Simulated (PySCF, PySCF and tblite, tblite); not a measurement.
# 2,6-difluoroaniline (C6H5F2N): a path driven as rotation about a bond, and NMR exchange

Aim: the barrier and rate of rotation about a bond in 2,6-difluoroaniline (C6H5F2N) (`Nc1c(F)cccc1F`), and what it does to NMR lines.

Programs: PySCF 2.14.0 with density-fitted response routines of our own, and tblite 0.8.0. All values are computed, except where a source is named. Atoms count from 0 throughout.

### 1 The starting structure

14 atoms, charge 0, multiplicity 1; geometry from: force field or distance geometry start.

Bonds of the start (Å): C1–C2 1.41, C1–C7 1.41, C2–C4 1.39, C2–F3 1.36, C4–C5 1.39, C4–H11 1.08, C5–C6 1.39, C5–H12 1.09, C6–C7 1.39, C6–H13 1.09, C7–F8 1.35, N0–C1 1.39, N0–H10 1.02, N0–H9 1.02.

### 2 GFN2-xTB relaxation, start minimum

Job settings and geometry (Å):

```
{"job": {"xc": "GFN2-xTB", "basis": "xTB", "kind": "relax"}, "charge": 0, "multiplicity": 1}
N     -2.525400     0.667800    -1.816300
C     -1.287800     0.302100    -1.296000
C     -0.292400     1.253200    -1.006600
F     -0.497000     2.538000    -1.396200
C      0.889800     0.922300    -0.359300
C      1.105500    -0.389100     0.047100
C      0.130000    -1.350800    -0.175600
C     -1.050500    -0.996800    -0.812500
F     -1.987900    -1.948800    -1.003700
H     -3.033200    -0.104100    -2.247500
H     -2.493100     1.506900    -2.391400
H      1.630100     1.692000    -0.185700
H      2.030000    -0.652900     0.566100
H      0.276300    -2.378200     0.158300
```

On the command line:

```console
$ OMP_NUM_THREADS=1 python ens_run.py task.json out
```

One launch serves the whole session.

The program printed:

```text
step      E/eV     max force
  0    -755.69422    0.695
  1    -755.71900    0.501
  2    -755.73662    0.288
  3    -755.74173    0.151
  4    -755.74404    0.095
  5    -755.74528    0.113
  6    -755.74731    0.126
  7    -755.74829    0.076
  8    -755.74866    0.038
  9    -755.74882    0.036
 10    -755.74902    0.038
 11    -755.74921    0.035
 12    -755.74933    0.026
 13    -755.74942    0.026
 14    -755.74953    0.037
 15    -755.74966    0.036
 16    -755.74981    0.041
 17    -755.74994    0.043
 18    -755.75007    0.033
 19    -755.75018    0.037
 20    -755.75027    0.028
 21    -755.75032    0.016
 22    -755.75036    0.019
 23    -755.75041    0.020
 24    -755.75046    0.018
 25    -755.75049    0.012
 26    -755.75051    0.009
 27    -755.75052    0.007
 28    -755.75052    0.007
 29    -755.75053    0.005
 30    -755.75053    0.004
 31    -755.75053    0.005
 32    -755.75054    0.004
 33    -755.75054    0.002
```

Wall time 0.18 s (1 thread of INTEL XEON PLATINUM 8581C at 2.30GHz, shared host).

Relaxing gained 0.056 eV and moved the atoms by 0.04 Å on average (rms).

### 3 Relaxed scan, rotation

Job settings and geometry (Å):

```
{"job": {"xc": "GFN2-xTB", "basis": "xTB", "coordinate": [["t", [2, 1, 0, 9], 0.25], ["t", [2, 1, 0, 10], 0.25], ["t", [7, 1, 0, 9], 0.25], ["t", [7, 1, 0, 10], 0.25]], "kind": "drive"}, "charge": 0, "multiplicity": 1}
N     -2.482388     0.650193    -1.848218
C     -1.294724     0.303385    -1.264527
C     -0.285316     1.237392    -1.009038
F     -0.486244     2.509399    -1.440884
C      0.887614     0.919423    -0.359839
C      1.096477    -0.381296     0.068029
C      0.130721    -1.346260    -0.165890
C     -1.031047    -0.995840    -0.818451
F     -1.972861    -1.943958    -1.061178
H     -3.054450    -0.096130    -2.205145
H     -2.512857     1.525141    -2.343347
H      1.623306     1.690565    -0.198477
H      2.008765    -0.642269     0.578206
H      0.267461    -2.367921     0.149436
```

The program printed:

```text
point  coordinate     E/eV
  0     14.500     -755.72111
  1     29.100     -755.64372
  2     44.000     -755.53627
  3     59.100     -755.42607
  4     74.500     -755.34257
  5     90.000     -755.31119
  6    105.500     -755.34250
  7    120.900     -755.42591
  8    136.000     -755.53647
  9    150.800     -755.64343
 10    165.500     -755.72164
 11    180.000     -755.74950
```

Wall time 1.3 s (1 thread of INTEL XEON PLATINUM 8581C at 2.30GHz, shared host).

The highest point is number 5, 9.5 kcal/mol above the first.

### 4 Nudged elastic band, leg 1

Changed since step 3:

```diff
@@ -1,2 +1,2 @@
-{"job": {"xc": "GFN2-xTB", "basis": "xTB", "coordinate": [["t", [2, 1, 0, 9], 0.25], ["t", [2, 1, 0, 10], 0.25], ["t", [7, 1, 0, 9], 0.25], ["t", [7, 1, 0, 10], 0.25]], "kind": "drive"}, "charge": 0, "multiplicity": 1}
+{"job": {"xc": "GFN2-xTB", "basis": "xTB", "kind": "neb"}, "charge": 0, "multiplicity": 1}
 N     -2.482388     0.650193    -1.848218
```

The program printed:

```text
image   E - E0 / eV
  0       0.0000
  1       0.1143
  2       0.3284
  3       0.4395
  4       0.3171
  5       0.1033
  6       0.0000
```

Run time: 0.82 s. Hardware: 1 thread of INTEL XEON PLATINUM 8581C at 2.30GHz, shared host.

The highest point is number 3, 10.1 kcal/mol above the first.

### 5 Saddle search, leg 1

Job settings and geometry (Å):

```
{"job": {"xc": "GFN2-xTB", "basis": "xTB", "kind": "saddle"}, "charge": 0, "multiplicity": 1}
N     -1.908637     0.729237    -1.136089
C     -0.748936     0.304530    -0.437939
C      0.224025     1.232601    -0.071701
F      0.033860     2.525192    -0.377608
C      1.382431     0.868571     0.592981
C      1.595522    -0.459536     0.915123
C      0.653174    -1.417097     0.580954
C     -0.490455    -1.021013    -0.083939
F     -1.410351    -1.952662    -0.424906
H     -2.750170     0.513245    -0.610463
H     -1.982503     0.257658    -2.032248
H      2.106535     1.627708     0.841497
H      2.499652    -0.749112     1.426756
H      0.795853    -2.459322     0.817581
```

The program printed:

```text
step      E/eV     max force
  0    -755.31103   0.0253
  1    -755.31158   0.0088
  2    -755.31158   0.0000
lowest wavenumbers (cm-1): -369.6 138.3 230.4 245.5 276.8 291.3
```

It took 1.3 s on 1 thread of INTEL XEON PLATINUM 8581C at 2.30GHz, shared host.

Point group Cs; 1 imaginary mode, 370i cm⁻¹, carried by H10, H9. Steps downhill from it reached both ends.

### 6 Saddle search, other pyramid

Job settings and geometry (Å):

```
{"job": {"xc": "GFN2-xTB", "basis": "xTB", "kind": "saddle"}, "charge": 0, "multiplicity": 1}
N     -1.913876     0.728771    -1.129780
C     -0.745117     0.306842    -0.443589
C      0.229338     1.233305    -0.078934
F      0.044222     2.526286    -0.386621
C      1.384657     0.868665     0.590855
C      1.593855    -0.459018     0.916888
C      0.654277    -1.416587     0.575705
C     -0.486792    -1.019136    -0.091869
F     -1.410971    -1.947621    -0.429638
H     -1.671985     1.176462    -2.008896
H     -2.428474     1.408564    -0.577649
H      2.103578     1.630174     0.847233
H      2.491422    -0.750334     1.438542
H      0.792415    -2.458097     0.817726
```

The program printed:

```text
step      E/eV     max force
  0    -755.28452   0.7733
  1    -755.31156   0.0184
  2    -755.31158   0.0014
lowest wavenumbers (cm-1): -369.8 138.3 230.4 245.5 276.8 291.3
```

It took 1.4 s on 1 thread of INTEL XEON PLATINUM 8581C at 2.30GHz, shared host.

Point group Cs; 1 imaginary mode, 370i cm⁻¹, carried by H9, H10. Steps downhill from it reached both ends.

### 7 Shieldings, start: PBE0/pcSseg-1 in chloroform

Job settings and geometry (Å):

```
{"job": {"kind": "nmr", "xc": "PBE0", "basis": "pcSseg-1", "solvent": "chloroform", "pop": false}, "charge": 0, "multiplicity": 1}
N     -2.482388     0.650193    -1.848218
C     -1.294724     0.303385    -1.264527
C     -0.285316     1.237392    -1.009038
F     -0.486244     2.509399    -1.440884
C      0.887614     0.919423    -0.359839
C      1.096477    -0.381296     0.068029
C      0.130721    -1.346260    -0.165890
C     -1.031047    -0.995840    -0.818451
F     -1.972861    -1.943958    -1.061178
H     -3.054450    -0.096130    -2.205145
H     -2.512857     1.525141    -2.343347
H      1.623306     1.690565    -0.198477
H      2.008765    -0.642269     0.578206
H      0.267461    -2.367921     0.149436
```

The program printed:

```text
coarse grid: 12856 points
cycle   1  E = -485.3761293167  dE =  1.693e+00  |g| = 6.385e-01  |ddm| = 3.853e+00
cycle   2  E = -485.3111338521  dE =  6.500e-02  |g| = 8.812e-01  |ddm| = 1.207e+00
cycle   3  E = -485.4502001678  dE = -1.391e-01  |g| = 9.041e-02  |ddm| = 7.422e-01
cycle   4  E = -485.4519959255  dE = -1.796e-03  |g| = 3.115e-02  |ddm| = 1.009e-01
cycle   5  E = -485.4522205786  dE = -2.247e-04  |g| = 9.917e-03  |ddm| = 3.524e-02
cycle   6  E = -485.4522419056  dE = -2.133e-05  |g| = 3.029e-03  |ddm| = 9.898e-03
cycle   7  E = -485.4522440360  dE = -2.130e-06  |g| = 5.923e-04  |ddm| = 2.821e-03
final grid: 128312 points
cycle   8  E = -485.5138335131  dE = -3.985e-05  |g| = 7.568e-03  |ddm| = 4.182e-02
cycle   9  E = -485.5138273502  dE =  6.163e-06  |g| = 1.000e-02  |ddm| = 1.537e-02
cycle  10  E = -485.5138464332  dE = -1.908e-05  |g| = 1.273e-03  |ddm| = 8.807e-03
cycle  11  E = -485.5138466900  dE = -2.569e-07  |g| = 1.549e-04  |ddm| = 1.251e-03
cycle  12  E = -485.5138466932  dE = -3.115e-09  |g| = 6.933e-05  |ddm| = 1.412e-04
cycle  13  E = -485.5138466941  dE = -9.026e-10  |g| = 2.200e-05  |ddm| = 6.258e-05
converged SCF energy = -485.5138466941

GIAO shielding tensors (ppm)
atom      isotropic    diamagn.    paramagn.     s11        s22        s33       span
  0 N      212.831     308.144     -95.313    187.519    220.323    230.651     43.132
  1 C       55.669     255.751    -200.082      8.976     11.151    146.879    137.903
  2 C       27.183     252.230    -225.048    -34.593     33.498     82.643    117.236
  3 F      323.475     476.959    -153.484    258.621    311.976    399.827    141.206
  4 C       69.437     257.013    -187.576    -15.791     54.840    169.261    185.052
  5 C       68.797     255.242    -186.444    -28.965     54.305    181.053    210.018
  6 C       69.431     257.038    -187.607    -15.794     54.823    169.264    185.058
  7 C       27.184     252.289    -225.104    -34.587     33.493     82.646    117.233
  8 F      323.449     476.952    -153.504    258.580    311.967    399.798    141.218
  9 H       27.662      28.678      -1.016     19.316     27.211     36.459     17.143
 10 H       27.665      28.717      -1.052     19.318     27.218     36.460     17.143
 11 H       24.393      30.520      -6.127     20.895     25.170     27.114      6.219
 12 H       24.823      31.399      -6.577     21.190     26.454     26.824      5.634
 13 H       24.393      30.461      -6.068     20.894     25.171     27.114      6.220
```

It took 19 s on 1 thread of INTEL XEON PLATINUM 8581C at 2.30GHz, shared host; peak memory 1 GiB.

This run: HOMO -6.16 eV, LUMO -0.09 eV; dipole 0.87 D.

### 8 Shieldings, saddle of leg 1: PBE0/pcSseg-1 in chloroform

Job settings and geometry (Å):

```
{"job": {"kind": "nmr", "xc": "PBE0", "basis": "pcSseg-1", "solvent": "chloroform", "pop": false}, "charge": 0, "multiplicity": 1}
N     -1.913876     0.728771    -1.129780
C     -0.745117     0.306842    -0.443589
C      0.229338     1.233305    -0.078934
F      0.044222     2.526286    -0.386621
C      1.384657     0.868665     0.590855
C      1.593855    -0.459018     0.916888
C      0.654277    -1.416587     0.575705
C     -0.486792    -1.019136    -0.091869
F     -1.410971    -1.947621    -0.429638
H     -2.746763     0.494432    -0.597644
H     -1.990245     0.262319    -2.028874
H      2.103578     1.630174     0.847233
H      2.491422    -0.750334     1.438542
H      0.792415    -2.458097     0.817726
```

The program printed:

```text
coarse grid: 12856 points
cycle   1  E = -485.3655821018  dE =  1.657e+00  |g| = 6.455e-01  |ddm| = 3.808e+00
cycle   2  E = -485.3047219105  dE =  6.086e-02  |g| = 8.801e-01  |ddm| = 1.351e+00
cycle   3  E = -485.4404330766  dE = -1.357e-01  |g| = 9.164e-02  |ddm| = 8.103e-01
cycle   4  E = -485.4421430444  dE = -1.710e-03  |g| = 3.660e-02  |ddm| = 1.175e-01
cycle   5  E = -485.4424507874  dE = -3.077e-04  |g| = 1.070e-02  |ddm| = 4.524e-02
cycle   6  E = -485.4424762161  dE = -2.543e-05  |g| = 2.597e-03  |ddm| = 1.044e-02
cycle   7  E = -485.4424777548  dE = -1.539e-06  |g| = 6.345e-04  |ddm| = 2.627e-03
final grid: 128312 points
cycle   8  E = -485.5049507803  dE = -3.974e-05  |g| = 8.398e-03  |ddm| = 4.479e-02
cycle   9  E = -485.5049416802  dE =  9.100e-06  |g| = 1.145e-02  |ddm| = 1.829e-02
cycle  10  E = -485.5049661279  dE = -2.445e-05  |g| = 1.247e-03  |ddm| = 1.055e-02
cycle  11  E = -485.5049663822  dE = -2.543e-07  |g| = 1.843e-04  |ddm| = 1.283e-03
cycle  12  E = -485.5049663865  dE = -4.270e-09  |g| = 8.290e-05  |ddm| = 1.906e-04
cycle  13  E = -485.5049663879  dE = -1.374e-09  |g| = 1.839e-05  |ddm| = 9.632e-05
cycle  14  E = -485.5049663879  dE = -6.628e-11  |g| = 5.396e-06  |ddm| = 1.936e-05
converged SCF energy = -485.5049663879

GIAO shielding tensors (ppm)
atom      isotropic    diamagn.    paramagn.     s11        s22        s33       span
  0 N      243.774     312.033     -68.260    191.936    244.655    294.730    102.794
  1 C       58.681     256.945    -198.264      4.398     36.009    135.637    131.239
  2 C       14.494     247.001    -232.507    -67.417     26.606     84.293    151.711
  3 F      298.820     474.117    -175.297    217.547    280.342    398.570    181.023
  4 C       68.688     257.545    -188.858    -15.672     54.036    167.699    183.371
  5 C       53.934     255.679    -201.745    -52.138     32.410    181.529    233.667
  6 C       70.546     257.561    -187.015    -12.787     55.796    168.630    181.417
  7 C       13.843     249.651    -235.808    -68.359     27.301     82.587    150.946
  8 F      295.435     476.799    -181.364    217.191    283.623    385.491    168.300
  9 H       29.494      29.287       0.206     22.577     25.331     40.573     17.995
 10 H       29.493      29.287       0.206     22.577     25.329     40.573     17.996
 11 H       24.335      29.813      -5.477     20.629     25.185     27.192      6.563
 12 H       24.037      30.006      -5.968     20.651     25.203     26.259      5.608
 13 H       24.367      30.135      -5.769     20.630     25.208     27.262      6.632
```

It took 20 s on 1 thread of INTEL XEON PLATINUM 8581C at 2.30GHz, shared host; peak memory 0.88 GiB.

This run: HOMO -7.35 eV, LUMO -0.49 eV; dipole 2.15 D.

### 9 Kinetics and line shapes

Job settings and geometry (Å):

```
{"job": {"smiles": "Nc1c(F)cccc1F", "charge": 0, "mult": 1, "motion": "rotation", "what": "aryl amine", "atoms": [1, 0], "drives": [{"terms": [["t", [2, 1, 0, 9], 0.25], ["t", [2, 1, 0, 10], 0.25], ["t", [7, 1, 0, 9], 0.25], ["t", [7, 1, 0, 10], 0.25]], "by": 180, "n": 12}], "flip": [1, 0], "study": "path", "level": {"kind": "nmr", "xc": "PBE0", "basis": "pcSseg-1", "solvent": "chloroform"}, "fields": [80, 300, 360], "first": 1, "seed": 414, "kind": "path"}, "charge": 0, "multiplicity": 1}
N     -2.482388     0.650193    -1.848218
C     -1.294724     0.303385    -1.264527
C     -0.285316     1.237392    -1.009038
F     -0.486244     2.509399    -1.440884
C      0.887614     0.919423    -0.359839
C      1.096477    -0.381296     0.068029
C      0.130721    -1.346260    -0.165890
C     -1.031047    -0.995840    -0.818451
F     -1.972861    -1.943958    -1.061178
H     -3.054450    -0.096130    -2.205145
H     -2.512857     1.525141    -2.343347
H      1.623306     1.690565    -0.198477
H      2.008765    -0.642269     0.578206
H      0.267461    -2.367921     0.149436
```

The program printed:

```text
stationary points (kcal/mol above the start)
  n  kind          group   xTB      DFT    lowest mode
  0  minimum      Cs       0.00     0.00     135.7
  1  saddle       Cs      10.12     5.57    -369.6
  2  minimum      Cs       0.00     0.00     135.7

GFN2-xTB energies: T/K, barrier G, reaction G (kcal/mol), k forward, k back (1/s)
 150.00     9.80     0.00     0.0327     0.0328
 200.00     9.82     0.00        154        155
 250.00     9.86     0.00   2.48e+04   2.49e+04
 298.15     9.92     0.00    6.6e+05   6.61e+05
 350.00    10.01     0.00   8.19e+06   8.21e+06
 400.00    10.11     0.00   4.98e+07   4.99e+07
 500.00    10.36     0.00    6.2e+08   6.21e+08

PBE0/pcSseg-1 + D3(BJ), IEF-PCM chloroform energies: T/K, barrier G, reaction G (kcal/mol), k forward, k back (1/s)
 150.00     5.25     0.00    1.4e+05   1.41e+05
 200.00     5.27     0.00   1.45e+07   1.45e+07
 250.00     5.31     0.00   2.37e+08   2.37e+08
 298.15     5.37     0.00   1.43e+09   1.44e+09
 350.00     5.46     0.00   5.69e+09   5.71e+09
 400.00     5.56     0.00   1.53e+10   1.53e+10
 500.00     5.80     0.00   6.05e+10   6.06e+10
```

Wall time 46 s (1 thread of INTEL XEON PLATINUM 8581C at 2.30GHz, shared host); peak memory 1 GiB. This counts the whole study up to here.

Barriers by level (kcal/mol; entropies in cal/(mol K)). Zero-point and thermal terms come from xTB in every row. ΔG‡ leaves symmetry out; the rate counts equivalent paths (a factor of 2); effective ΔG‡, where given, is the barrier that would give that rate by Eyring's equation alone:

| level | ΔE‡ | with zero-point | ΔH‡ | ΔS‡ | ΔG‡ (298 K) | ΔE of reaction | k at 298 K (1/s) | effective ΔG‡ |
| --- | --- | --- | --- | --- | --- | --- | --- | --- |
| GFN2-xTB | 10.12 | 9.80 | 9.49 | -1.5 | 9.92 | 0.00 | 6.6e+05 | 9.51 |
| PBE0/pcSseg-1 + D3(BJ), IEF-PCM chloroform | 5.57 | 5.25 | 4.94 | -1.5 | 5.37 | 0.00 | 1.4e+09 | 4.96 |

### 10 Nudged elastic band, band settings drawn wide

Job settings and geometry (Å):

```
{"job": {"images": 13, "spring": 1.0, "start": "scan", "climb": true, "fmax": 0.03, "method": "GFN1-xTB", "steps": 200, "xc": "GFN1-xTB", "basis": "xTB", "kind": "neb"}, "charge": 0, "multiplicity": 1}
N     -2.482388     0.650193    -1.848218
C     -1.294724     0.303385    -1.264527
C     -0.285316     1.237392    -1.009038
F     -0.486244     2.509399    -1.440884
C      0.887614     0.919423    -0.359839
C      1.096477    -0.381296     0.068029
C      0.130721    -1.346260    -0.165890
C     -1.031047    -0.995840    -0.818451
F     -1.972861    -1.943958    -1.061178
H     -3.054450    -0.096130    -2.205145
H     -2.512857     1.525141    -2.343347
H      1.623306     1.690565    -0.198477
H      2.008765    -0.642269     0.578206
H      0.267461    -2.367921     0.149436
```

The program printed:

```text
image   E - E0 / eV
  0       0.0000
  1       0.0003
  2       0.0637
  3       0.1495
  4       0.2362
  5       0.3011
  6       0.3243
  7       0.2978
  8       0.2298
  9       0.1420
 10       0.0590
 11      -0.0002
 12      -0.0002
```

Run time: 3.9 s. Hardware: 1 thread of INTEL XEON PLATINUM 8581C at 2.30GHz, shared host; peak memory 0.29 GiB.

The highest point is number 6, 7.5 kcal/mol above the first.

### 11 What came out

| quantity | value |
| --- | --- |
| barrier (PBE0/pcSseg-1 + D3(BJ), IEF-PCM chloroform) | ΔE‡ 5.6, ΔG‡(298 K) 5.4 kcal/mol |
| barrier (GFN2-xTB) | ΔE‡ 10.1 kcal/mol |
| rate at 298 K | 1.4e+09 s⁻¹ |
| end of the path | the start, renumbered or mirrored |

What this shows: DFT puts the top 5.6 kcal/mol above the start (xTB: 10.1); the rate from the DFT barrier is 1.4e+09 s⁻¹ at 298 K. An error of 1.4 kcal/mol changes that rate tenfold. No two sites that the motion interchanges differ enough in shielding to show exchange.
